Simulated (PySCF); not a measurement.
# Sn: excitation energy in aug-cc-pVQZ-PP with ECP28

Aim: the excitation energy of tin from differences of total energies, at each level of theory, and how far each lands from the tabulated value where there is one.

Method: unrestricted determinants in a Gaussian basis, no spin-orbit coupling in the energies. Code: PySCF 2.14.0.

### 1 The atom as given

```
Element                                   : tin (Z = 50)
Basis                                     : aug-cc-pVQZ-PP with ECP28MDF (7s7p5d3f2g, 92 functions)
Hamiltonian                               : scalar relativity through the core potential
State 1                                   : Sn: [Kr] 4d10 5s2 5p1 5d1, one real determinant (an excited configuration)
Needed too, but not shown                 : Sn [Kr] 4d10 5s2 5p2 (3P)
Methods                                   : UHF, LDA, PBE, PBE0, r2SCAN, wB97X-V, wB97M-V, M06-2X, MP2
Core shells frozen in the correlated runs : valence: 4s2 4p6 4d10 (for Sn)
```

The outer shells:

Sn [Kr] 4d10 5s2 5p1 5d1
```
[Kr] core
4d [↑↓][↑↓][↑↓][↑↓][↑↓]
5s [↑↓]
5p [↑ ][  ][  ]
5d [↑ ][  ][  ][  ][  ]
```

One driver process ran all states and methods and kept the integrals in memory. Each run is shown as a PySCF script that sums up its settings (the driver passes frozen orbitals as a list and adds second-order terms of double hybrids); the logs are those of the runs themselves. The driver starts from symmetry-adapted Hartree-Fock orbitals, holds the occupation by maximum overlap and uses a logarithmic radial grid for functionals, so a plain start would take other cycles.

The integrals over 92 functions and the set-up took 8.7 s of CPU time.

### 2 Sn [Kr] 4d10 5s2 5p1 5d1, method by method

#### UHF

Input file input.py:

```python
from pyscf import gto, scf, dft, mp, cc
import basis_set_exchange as bse
txt = bse.get_basis("aug-cc-pVQZ-PP", elements=["Sn"], fmt="nwchem", header=False)
cut = txt.index("\nECP")
mol = gto.M(atom="Sn 0 0 0", charge=0, spin=2, symmetry="D2h",
            basis=gto.basis.parse(txt[:cut]),
            ecp={"Sn": gto.basis.parse_ecp(txt[cut:])})
mf = scf.UHF(mol)
mf.irrep_nelec = {'Ag': (4, 4), 'B1g': (1, 1), 'B2g': (2, 1), 'B3g': (1, 1), 'B1u': (1, 1), 'B2u': (2, 1), 'B3u': (1, 1)}
mf.kernel()
```

#### LDA

input.py, as changed from the run before:

```diff
@@ -7,3 +7,3 @@
             ecp={"Sn": gto.basis.parse_ecp(txt[cut:])})
-mf = scf.UHF(mol)
+mf = dft.UKS(mol, xc="LDA,VWN")
 mf.irrep_nelec = {'Ag': (4, 4), 'B1g': (1, 1), 'B2g': (2, 1), 'B3g': (1, 1), 'B1u': (1, 1), 'B2u': (2, 1), 'B3u': (1, 1)}
```

#### PBE

input.py, as changed from the run before:

```diff
@@ -7,3 +7,3 @@
             ecp={"Sn": gto.basis.parse_ecp(txt[cut:])})
-mf = dft.UKS(mol, xc="LDA,VWN")
+mf = dft.UKS(mol, xc="PBE")
 mf.irrep_nelec = {'Ag': (4, 4), 'B1g': (1, 1), 'B2g': (2, 1), 'B3g': (1, 1), 'B1u': (1, 1), 'B2u': (2, 1), 'B3u': (1, 1)}
```

#### PBE0

input.py, as changed from the run before:

```diff
@@ -7,3 +7,3 @@
             ecp={"Sn": gto.basis.parse_ecp(txt[cut:])})
-mf = dft.UKS(mol, xc="PBE")
+mf = dft.UKS(mol, xc="PBE0")
 mf.irrep_nelec = {'Ag': (4, 4), 'B1g': (1, 1), 'B2g': (2, 1), 'B3g': (1, 1), 'B1u': (1, 1), 'B2u': (2, 1), 'B3u': (1, 1)}
```

#### r2SCAN

input.py, as changed from the run before:

```diff
@@ -7,3 +7,3 @@
             ecp={"Sn": gto.basis.parse_ecp(txt[cut:])})
-mf = dft.UKS(mol, xc="PBE0")
+mf = dft.UKS(mol, xc="R2SCAN")
 mf.irrep_nelec = {'Ag': (4, 4), 'B1g': (1, 1), 'B2g': (2, 1), 'B3g': (1, 1), 'B1u': (1, 1), 'B2u': (2, 1), 'B3u': (1, 1)}
```

#### wB97X-V

input.py, as changed from the run before:

```diff
@@ -7,3 +7,3 @@
             ecp={"Sn": gto.basis.parse_ecp(txt[cut:])})
-mf = dft.UKS(mol, xc="R2SCAN")
+mf = dft.UKS(mol, xc="WB97X_V")
 mf.irrep_nelec = {'Ag': (4, 4), 'B1g': (1, 1), 'B2g': (2, 1), 'B3g': (1, 1), 'B1u': (1, 1), 'B2u': (2, 1), 'B3u': (1, 1)}
```

#### wB97M-V

input.py, as changed from the run before:

```diff
@@ -7,3 +7,3 @@
             ecp={"Sn": gto.basis.parse_ecp(txt[cut:])})
-mf = dft.UKS(mol, xc="WB97X_V")
+mf = dft.UKS(mol, xc="WB97M_V")
 mf.irrep_nelec = {'Ag': (4, 4), 'B1g': (1, 1), 'B2g': (2, 1), 'B3g': (1, 1), 'B1u': (1, 1), 'B2u': (2, 1), 'B3u': (1, 1)}
```

#### M06-2X

input.py, as changed from the run before:

```diff
@@ -7,3 +7,3 @@
             ecp={"Sn": gto.basis.parse_ecp(txt[cut:])})
-mf = dft.UKS(mol, xc="WB97M_V")
+mf = dft.UKS(mol, xc="M062X")
 mf.irrep_nelec = {'Ag': (4, 4), 'B1g': (1, 1), 'B2g': (2, 1), 'B3g': (1, 1), 'B1u': (1, 1), 'B2u': (2, 1), 'B3u': (1, 1)}
```

#### MP2 (valence)

input.py, as changed from the run before:

```diff
@@ -7,4 +7,5 @@
             ecp={"Sn": gto.basis.parse_ecp(txt[cut:])})
-mf = dft.UKS(mol, xc="M062X")
+mf = scf.UHF(mol)
 mf.irrep_nelec = {'Ag': (4, 4), 'B1g': (1, 1), 'B2g': (2, 1), 'B3g': (1, 1), 'B1u': (1, 1), 'B2u': (2, 1), 'B3u': (1, 1)}
 mf.kernel()
+mp.UMP2(mf, frozen=9).kernel()
```

Before running it: what results should come out?

The runs gave:

```
                                     quantity                              value
excitation energy, Sn → [Kr] 4d10 5s2 5p1 5d1  UHF 5.485, MP2 (valence) 5.586 eV
```

**Reading.** The methods span 0.516 eV, from PBE (5.146) to wB97M-V (5.662). No reference value is at hand in this session. All values hold for this basis alone; no basis-set limit was taken.
